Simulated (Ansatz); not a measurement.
# SbH₂− (singlet): from Hartree-Fock to the top rungs, def2-SVPD

How much of the correlation energy of SbH₂− (singlet) does each wave-function method recover here?

Method: def2-SVPD, core rule «outside noble gas», up to 9 orbitals frozen; program: Ansatz 0.2.0, Gaussian basis.

Plan: UHF; CCSD(T) on RHF; BCCD(T) on RHF; CISD; CCSDT(Q) on RHF; CCSDTQ on RHF; CASSCF and MRCISD+Q, 8 electrons in 6 orbitals; CASSCF and NEVPT2, 8 electrons in 6 orbitals.

3 further runs of the same task are left out: 3 set aside as unsound or not needed.

### 1 What is computed

The geometry is a PBE0/def2-TZVPD stationary point (not a proven minimum). No spin-orbit coupling is included. Elements past krypton take def2 core potentials.

3 atoms, charge -1, spin multiplicity 1.

Atoms are counted from 1 here; the program's logs count them from 0.

Bond lengths: Sb1–H2 1.728 Å, Sb1–H3 1.728 Å. Angles: H2–Sb1–H3 90.6°.

As a file:

```
Sb    0.0000   -0.0198    0.0000
H     0.0000    1.1955    1.2291
H     0.0000    1.1955   -1.2291
```

### 2 UHF

File in.yaml:

```yaml
crystal:
  periodic: [false, false, false]
  atoms:
    - {symbol: Sb, position_ang: [0.000000, -0.019793, 0.000000]}
    - {symbol: H, position_ang: [0.000000, 1.195507, 1.229100]}
    - {symbol: H, position_ang: [0.000000, 1.195507, -1.229100]}
basis:
  gaussian: {orbitals: def2-SVPD}
total_charge: -1
magnetization: {spin_polarized: true, initial_magnetization: 0}
hamiltonian: {xc: hf}
output: {orbitals: {seedname: orbitals}}
```

Started as:

```
$ ansatz run in.yaml --threads 1 --pin off --events-out ev --progress --plain --max-ram 4096MiB --backend cpu
```

Further steps of the session: CCSD(T) on RHF; BCCD(T) on RHF; CISD; CCSDT(Q) on RHF; CCSDTQ on RHF; CASSCF and MRCISD+Q, 8 electrons in 6 orbitals; CASSCF and NEVPT2, 8 electrons in 6 orbitals.

**Question.** What will the summary of the whole plan be? Wanted: RCCSDTQ below the RHF energy; RMP2 from RCCSDTQ; RCCSD from RCCSDTQ; RCCSD(T) from RCCSDTQ; RCCSDT(Q) from RCCSDTQ; NEVPT2 valence from RCCSDTQ; MRCISD+Q valence from RCCSDTQ; T1 diagnostic; effectively unpaired electrons.

As calculated:

| quantity | value |
| --- | --- |
| RCCSDTQ below the RHF energy | -3.9434 eV |
| RMP2 from RCCSDTQ | +796.7 meV |
| RCCSD from RCCSDTQ | +139.5 meV |
| RCCSD(T) from RCCSDTQ | +26.1 meV |
| RCCSDT(Q) from RCCSDTQ | +0.7 meV |
| NEVPT2 valence from RCCSDTQ | +881.0 meV |
| MRCISD+Q valence from RCCSDTQ | +10.1 meV |
| levels within 1 kcal/mol (43 meV) | RCCSD(T), BCCD(T), RCCSDT, RCCSDT(Q), MRCISD+Q valence |
| T1 diagnostic | 0.014 |
| effectively unpaired electrons | 0.02 |

What this shows: RCCSD(T) lands +26.1 meV from the yardstick (0.7 % of the correlation energy). One determinant dominates. Of the multireference levels listed MRCISD+Q valence comes nearest in total energy (+10.1 meV), which doesn't show that its space is the better one. These misses are within one basis, not against nature.
